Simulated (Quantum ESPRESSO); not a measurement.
Runs of Quantum ESPRESSO 7.5 on PtS2. Symmetry: P-3m1, No. 164, trigonal system. Conventional cell: a = 3.543 Å, b = 3.543 Å, c = 5.039 Å, α = 90.00°, β = 90.00°, γ = 120.00°. Around Pt (site symmetry -3m) lie 6 S at 2.40 Å. Around S (site symmetry 3m) lie 3 Pt at 2.40 Å. 

```tsv
task	level	potentials or basis	U	cell	k mesh	cutoff (eV)	start of the occupations	hubbard projectors	mixing beta	q mesh	gap on the mesh (eV)	pressure (GPa)	largest force (eV/Å)
Hubbard U by linear response	PBE+U	PseudoDojo 0.4.1 SR PBE standard	Pt d U = 2.0 eV	as given	4 × 4 × 2	1143	default	ortho-atomic	0.3	2 × 2 × 2	0.54	2.2	0.24
phonons	PBE	JTH 2.0 PBE	-	relaxed	4 × 4 × 2, shifted	707	-	-	0.5	-	-	3.8	-
Hubbard U by linear response	PBE+U	PseudoDojo 0.4.1 SR PBE standard	Pt d U = 4.0 eV	as given	4 × 4 × 2	1143	default	ortho-atomic	0.3	2 × 2 × 2	0.48	2.4	0.18
phonons	PBE	SSSP 1.3 efficiency PBE	-	relaxed	4 × 4 × 2, shifted	748	-	-	0.5	-	-	3.6	-
Hubbard U by linear response	PBE+U	PseudoDojo 0.4.1 SR PBE standard	Pt d U = 6.0 eV	as given	4 × 4 × 2	1143	default	ortho-atomic	0.3	2 × 2 × 2	0.41	2.7	0.11
Hubbard U by linear response	PBE+U	PseudoDojo 0.4.1 SR PBE standard	Pt d U = 0.0001 eV	as given	4 × 4 × 2	1143	default	ortho-atomic	0.3	2 × 2 × 2	0.61	2.0	(c)
phonons	PBE	SG15 PBE 1.2	-	relaxed	4 × 4 × 2, shifted	952	-	-	0.5	-	-	3.9	-
Hubbard U by linear response	PBE+U	PseudoDojo 0.4.1 SR PBE standard	Pt d U = 8.0 eV	as given	4 × 4 × 2	1143	default	ortho-atomic	0.3	2 × 2 × 2	(a)	3.1	(b)
```

Alike in all rows: no spin polarisation; smearing fermi-dirac 0.05 eV; the mesh is coarse, so values aren't converged.

Problem. Fill in the values left out.

Solution. (a) 0.33; (b) 0.04; (c) 0.30.

Caveats: all runs use coarse meshes; spin-orbit coupling is left out, which moves the levels of the heavy elements (some runs); the cell's inner coordinates are idealised or old, which leaves forces on the atoms (some runs); the cell is more than 3 GPa from zero pressure, which shifts response properties (some runs).

A k mesh can miss the band edges, and the runs leave out spin-orbit coupling on Pt.

Not every run made on this cell is shown here.
